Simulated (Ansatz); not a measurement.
Task: a single point in a Gaussian basis of CH₇GaN₂, SMILES [CH3][Ga]([NH2])[NH2], with the Python package of Ansatz (0.2.0). Give the script and its output. Level of theory: wB97M-V, def2-SVP basis, multiplicity 1.

Contents of `ch7gan2.xyz`:
```text
11

C    -0.50490    1.30420   -0.09510
Ga    0.61280    0.13630    0.11840
N     0.29280   -1.40420    1.24760
N     0.41160   -0.87200   -1.27710
H    -0.76420    2.10620   -0.89990
H     0.21880    1.74960    0.58900
H    -1.45540    1.12680    0.46060
H     0.99200   -0.77360    1.81900
H    -0.61600   -1.33720    1.74420
H     1.23200   -0.76430   -1.78000
H    -0.35400   -1.32880   -1.90600
```

Script `ch7gan2_energy.py`:
```python
'''Single point of CH7GaN2 in a Gaussian basis.'''

from pathlib import Path

import ansatz


def main() -> None:
    mol = ansatz.Crystal.molecule_from_extxyz('ch7gan2.xyz')

    base = (
        mol.calculation()
        .basis(gaussian='def2-SVP')  # the orbital basis, by name
        .functional(ansatz.LibraryFunctional('wB97M-V'))
        .orbitals()
    )
    out = base.run(runs_dir='runs')
    data = out.report

    print(f'E = {data["free_energy_ev"]:.6f} eV = {data["free_energy_ev"] / 27.211386246:.7f} Ha')
    print('converged:', data['converged'], ' doubts:', data['published_state_doubts'] or 'none')

    field = data['mean_field']
    print('<S^2> =', round(abs(field['state']['spin_squared']), 4), ' all-electron relativity setting:', field['relativity'])
    print('passes:', field['passes'])
    if 'symmetry' in field:
        print('occupied orbitals by irrep:', field['symmetry']['occupied'])

    lines = Path(data['orbitals_path']).read_text().splitlines()
    field_of = lambda key: [line.split('=')[1].strip() for line in lines if line.startswith(key)]
    orbitals = [(27.211386 * float(e), s, float(n)) for e, s, n in zip(field_of('Ene='), field_of('Spin='), field_of('Occup='))]
    homo = max(e for e, _, n in orbitals if n > 0.5)
    lumo = min(e for e, _, n in orbitals if n < 0.5)
    for e, spin, n in sorted(orbitals):
        if homo - 6 < e < lumo + 5:
            print(f'{spin:6s} {e:10.3f} eV  occupation {n:.0f}')


if __name__ == '__main__':
    main()
```

```console
$ python ch7gan2_energy.py
E = -56488.053913 eV = -2075.8976923 Ha
converged: True  doubts: none
<S^2> = 0.0  all-electron relativity setting: none
passes: {'evaluations': 22, 'products': 19}
occupied orbitals by irrep: [{'A': 29}, {'A': 29}]
Alpha     -10.843 eV  occupation 2
Alpha      -9.146 eV  occupation 2
Alpha      -8.956 eV  occupation 2
Alpha      -7.158 eV  occupation 2
Alpha      -1.086 eV  occupation 0
Alpha       2.589 eV  occupation 0
Alpha       3.547 eV  occupation 0
```

Total energies depend on the basis set; only differences at equal settings carry meaning. The geometry is a force-field or estimated start, not a minimum of this method, and the basis set is short of its limit. Alpha marks a spatial orbital of a restricted run, filled by both spins. Levels such as HOMO and LUMO are orbital energies: with these approximate functionals they aren't the ionisation energy and electron affinity, and their gap isn't the fundamental gap. Finished in 13 s on 1 thread of Intel(R) Xeon(R) Platinum 8488C (Sapphire Rapids), with other jobs on the host, peak memory 0.4 GiB.

(Lines on the test bed's own set-up are left out of the output.)
